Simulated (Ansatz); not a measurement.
**C₃H₈BN: one species, many methods**

How much do the methods differ for C₃H₈BN? The plan is to run it at one geometry with functionals of several rungs and with coupled cluster. The yardstick is the atomisation energy at the CCSD(T) limit.

Computed with Ansatz 0.2.0, Gaussian basis. Level: functionals in def2-TZVPP, the program's frozen cores in correlated methods.

The runs, in order: PBE-D4, r2SCAN-D4, PBE0-D4, B3LYP-D4, ωB97X-V, ωB97M-V, B2PLYP; CCSD(T)/def2-TZVPP; MP2/def2-QZVPP; extrapolation to the limit.

### Step 1. The relaxed structure

All runs share one geometry, relaxed beforehand with PBE0-D4 in a triple-zeta def2 set.

13 atoms, charge 0, spin multiplicity 1.

Atoms are counted from 1 here; the program's logs count them from 0.

Bond lengths: C1–C2 1.510 Å, C1–H6 1.092 Å, C1–H7 1.094 Å, C1–H8 1.098 Å, C2–C3 1.510 Å, C2–B4 1.567 Å, C2–N5 1.471 Å, C3–H9 1.094 Å, C3–H10 1.092 Å, C3–H11 1.098 Å, B4–N5 1.344 Å, B4–H12 1.185 Å, N5–H13 1.004 Å. Angles: C2–C1–H6 111.5°, C2–C1–H7 110.6°, C2–C1–H8 111.4°, H6–C1–H7 108.0°, H6–C1–H8 108.0°, H7–C1–H8 107.2°, C1–C2–C3 113.5°, C1–C2–B4 121.7°, C1–C2–N5 116.3°, C3–C2–B4 121.7°, C3–C2–N5 116.3°, B4–C2–N5 52.4°, C2–C3–H9 110.6°, C2–C3–H10 111.5°, C2–C3–H11 111.4°, H9–C3–H10 108.0°, H9–C3–H11 107.2°, H10–C3–H11 108.0° and more.

As a file:

```xyz
13

C    -1.44378   -0.06413    0.12521
C     0.06480    0.00705    0.12708
C     0.71117   -0.90182   -0.89125
B     0.86193    0.57074    1.35269
N     0.65472    1.34600    0.27417
H    -1.87747    0.61203    0.86466
H    -1.78105   -1.07837    0.35674
H    -1.85534    0.19827   -0.85782
H     0.44837   -1.94544   -0.69674
H     1.79958   -0.81870   -0.86850
H     0.37364   -0.66635   -1.90871
H     1.35456    0.53202    2.42935
H     0.70937    2.17390   -0.29198
```

### Step 2. PBE-D4 (GGA)

Input file in.yaml:

```yaml
crystal:
  periodic: [false, false, false]
  atoms:
    - {symbol: C, position_ang: [-1.443779, -0.064134, 0.125212]}
    - {symbol: C, position_ang: [0.064797, 0.007052, 0.127082]}
    - {symbol: C, position_ang: [0.711170, -0.901823, -0.891250]}
    - {symbol: B, position_ang: [0.861934, 0.570738, 1.352695]}
    - {symbol: N, position_ang: [0.654720, 1.346002, 0.274167]}
    - {symbol: H, position_ang: [-1.877474, 0.612031, 0.864659]}
    - {symbol: H, position_ang: [-1.781051, -1.078366, 0.356739]}
    - {symbol: H, position_ang: [-1.855339, 0.198274, -0.857821]}
    - {symbol: H, position_ang: [0.448365, -1.945435, -0.696743]}
    - {symbol: H, position_ang: [1.799583, -0.818701, -0.868503]}
    - {symbol: H, position_ang: [0.373642, -0.666348, -1.908711]}
    - {symbol: H, position_ang: [1.354558, 0.532015, 2.429352]}
    - {symbol: H, position_ang: [0.709372, 2.173898, -0.291976]}
basis:
  gaussian: {orbitals: def2-TZVPP}
hamiltonian: {xc: pbe, dispersion: d4}
output: {forces: true, orbitals: {seedname: orbitals}}
```

Command:

```
ansatz run in.yaml --threads 4 --pin off --events-out ev --progress --plain --max-ram 10444MiB
```

After this run come: r2SCAN-D4 (meta-GGA); PBE0-D4 (hybrid); B3LYP-D4 (hybrid); ωB97X-V (range-separated); ωB97M-V (range-separated); B2PLYP (double hybrid); CCSD(T) in def2-TZVPP; MP2 in def2-QZVPP.

**Question.** What will the summary of the whole plan be? Wanted: atomisation energy, CCSD(T)/CBS; farthest; mean size of error, hybrid; mean size of error, range-separated; gap, smallest and largest; T1 diagnostic; triples share of the correlation energy.

The runs gave:

| quantity | value |
| --- | --- |
| atomisation energy, CCSD(T)/CBS | 5080.4 kJ/mol |
| functionals within 25.4 kJ/mol (0.5 %) | B2PLYP |
| farthest | PBE-D4 (+149.1 kJ/mol) |
| mean size of error, hybrid | 52.4 kJ/mol |
| mean size of error, range-separated | 38.2 kJ/mol |
| gap, smallest and largest | 5.26 eV (PBE-D4), 11.93 eV (ωB97X-V) |
| T1 diagnostic | 0.0121 |
| triples share of the correlation energy | 4.1 % |

**Reading.** PBE-D4 is off by +149.1 kJ/mol. Double hybrids carry the basis error of their MP2 part in triple zeta, and no dispersion term here, so their miss is partly the set-up's. The reference freezes the cores and leaves out relativity and excitations past (T), so misses under about 25.4 kJ/mol can't be ranked. Hartree-Fock recovers 74 % of the binding; the rest is correlation. The gap grows from 5.3 to 11.9 eV across the functionals, mostly with the share of exact exchange.
